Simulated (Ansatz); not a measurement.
# CH3FGeOS: a ladder of functionals and wavefunction methods

An exercise on one series of results from a longer session: the logs are not shown, and one member is left open.

Program: Ansatz 0.2.0, Gaussian basis. Level of theory: functionals in def2-TZVPP, the program's frozen cores in correlated methods. These are calculated values, not measurements.

Levels to be run: PBE-D4, r2SCAN-D4, PBE0-D4, B3LYP-D4, ωB97X-V, ωB97M-V, B2PLYP; CCSD(T)/def2-TZVPP; MP2/def2-QZVPP; extrapolation to the limit.

## The geometry

All runs share one geometry, relaxed beforehand with PBE0-D4 in a triple-zeta def2 set.

SMILES `[F][GeH]1[O]C[S]1`, 8 atoms, charge 0, spin multiplicity 1.

Atoms are counted from 1 here; the program's logs count them from 0.

Bond lengths: F1–Ge2 1.729 Å, Ge2–O3 1.784 Å, Ge2–S5 2.187 Å, Ge2–H6 1.528 Å, O3–C4 1.414 Å, C4–S5 1.861 Å, C4–H7 1.092 Å, C4–H8 1.092 Å. Angles: F1–Ge2–O3 110.6°, F1–Ge2–S5 115.6°, F1–Ge2–H6 104.5°, O3–Ge2–S5 82.0°, O3–Ge2–H6 117.2°, S5–Ge2–H6 125.5°, Ge2–O3–C4 98.7°, O3–C4–S5 105.6°, O3–C4–H7 110.9°, O3–C4–H8 111.2°, S5–C4–H7 109.1°, S5–C4–H8 109.3°, H7–C4–H8 110.5°, Ge2–S5–C4 73.6°.

The first run:

The input, in.yaml:

```yaml
crystal:
  periodic: [false, false, false]
  atoms:
    - {symbol: F, position_ang: [-1.562518, 1.690363, 0.975349]}
    - {symbol: Ge, position_ang: [-0.020826, 1.098430, 0.461690]}
    - {symbol: O, position_ang: [0.141850, -0.637861, 0.836406]}
    - {symbol: C, position_ang: [0.143631, -1.142567, -0.484222]}
    - {symbol: S, position_ang: [0.068515, 0.351581, -1.591368]}
    - {symbol: H, position_ang: [0.988171, 2.049114, 1.103854]}
    - {symbol: H, position_ang: [1.062841, -1.694235, -0.689929]}
    - {symbol: H, position_ang: [-0.729463, -1.772025, -0.667682]}
basis:
  gaussian: {orbitals: def2-TZVPP}
hamiltonian: {xc: pbe, dispersion: d4}
output: {forces: true, orbitals: {seedname: orbitals}}
```

The run is started by

```
> ansatz run in.yaml --threads 4 --pin off --events-out ev --progress --plain --max-ram 10444MiB
```

Steps of the session up to this table: PBE-D4 (GGA); r2SCAN-D4 (meta-GGA); PBE0-D4 (hybrid); B3LYP-D4 (hybrid); ωB97X-V (range-separated); ωB97M-V (range-separated); B2PLYP (double hybrid); CCSD(T) in def2-TZVPP; MP2 in def2-QZVPP.

One of the session's tables, all rows but one given; the rest of the session is left out.

It belongs to the step «Atomisation energies». 

| method | atomisation energy (kcal/mol) |
| --- | --- |
| PBE-D4 | 705.3 |
| r2SCAN-D4 | ? |
| PBE0-D4 | 684.5 |
| B3LYP-D4 | 677.3 |
| ωB97X-V | 691.0 |
| ωB97M-V | 686.1 |
| B2PLYP | 674.7 |
| HF/def2-TZVPP | 461.5 |
| MP2/def2-TZVPP | 690.5 |
| CCSD/def2-TZVPP | 652.4 |
| CCSD(T)/def2-TZVPP | 668.2 |
| MP2/CBS | 710.7 |
| CCSD(T)/CBS | 688.3 |

**Question.** Estimate the row for r2SCAN-D4.

**Answer.** atomisation energy (kcal/mol): 690.1. In the column «atomisation energy (kcal/mol)» it lies between CCSD(T)/CBS (688.3) and MP2/def2-TZVPP (690.5).
